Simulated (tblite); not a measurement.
# CH8N2SSi3: the cost of one run

The runs use tblite 0.8.0 and PySCF 2.14.0, with density-fitted response routines of our own; the level of theory stands in each step. All values are computed, except where a source is named. Atoms are numbered from 0 throughout.

### 1 The starting structure

15 atoms, charge 0, multiplicity 1; geometry from: force field or distance geometry start.

Bonds of the start (Å): N0–C1 1.15, C1–Si2 1.80, Si2–S3 2.13, Si2–N4 1.77, N4–Si5 1.78, N4–Si6 1.79, Si2–H7 1.49, S3–H8 1.41, Si5–H9 1.47, Si5–H10 1.47, Si5–H11 1.46, Si6–H12 1.46, Si6–H13 1.49, Si6–H14 1.49.

### 2 Geometry optimisation with GFN2-xTB

Job settings and geometry (Å):

```
{"job": {"kind": "relax", "xc": "GFN2-xTB", "basis": "xTB"}, "charge": 0, "multiplicity": 1}
N      1.480000     2.217600     1.583200
C      1.393300     1.472700     0.713800
Si     1.265400     0.286200    -0.640300
S      2.546400    -1.385700    -0.351900
N     -0.422500    -0.140900    -0.966500
Si    -0.965400    -1.626800    -0.144100
Si    -1.595300     1.124900    -0.508700
H      1.767200     1.002200    -1.843500
H      3.905800    -1.062200    -0.525900
H     -2.325600    -1.905800    -0.624800
H     -0.130200    -2.799000    -0.443100
H     -1.068300    -1.402200     1.296800
H     -1.191200     2.466200    -0.919600
H     -2.893700     0.729500    -1.118600
H     -1.770300     1.031100     0.965500
```

On the command line:

```bash
> OMP_NUM_THREADS=1 python probes_run.py task.json out
```

This one command runs all jobs of the session in turn.

Q: Estimate the wall time of this first job on 1 thread of Intel Xeon at 2.50GHz, shared host.

About 3.8 s.
